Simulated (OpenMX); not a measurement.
GeW:

```
Ge W
1.0
     0.00000    2.57761    2.57761
     2.57761    0.00000    2.57761
     2.57761    2.57761    0.00000
Ge W
1 1
Direct
  0.50000 0.50000 0.50000
  0.00000 0.00000 0.00000
```

The cell was built by a generator and needn't be a form met in nature.

Base run:

```yaml
Program: OpenMX 3.8.5
Functional: PBE
Potentials_or_basis: OpenMX 2013 PBE set, Ge7.0-s2p2d1, W7.0-s3p2d2, grid cutoff 400 Ry
k_mesh: 7 × 7 × 7
Occupations: fermi-dirac, width 0.05 eV
Spin: no spin polarisation
```

Its results: pressure 3.9 GPa.

**Question.** The run is repeated on the same cell with these changes: potentials or basis from OpenMX 2013 PBE set, Ge7.0-s2p2d1, W7.0-s3p2d2, grid cutoff 400 Ry to OpenMX 2013 PBE set, Ge7.0-s3p2d2, W7.0-s3p2d2f1, grid cutoff 400 Ry. What comes out?

**Answer.** Pressure 2.6 GPa.

Caveats: the basis of atomic orbitals isn't converged, which shifts pressures, moduli and gaps.
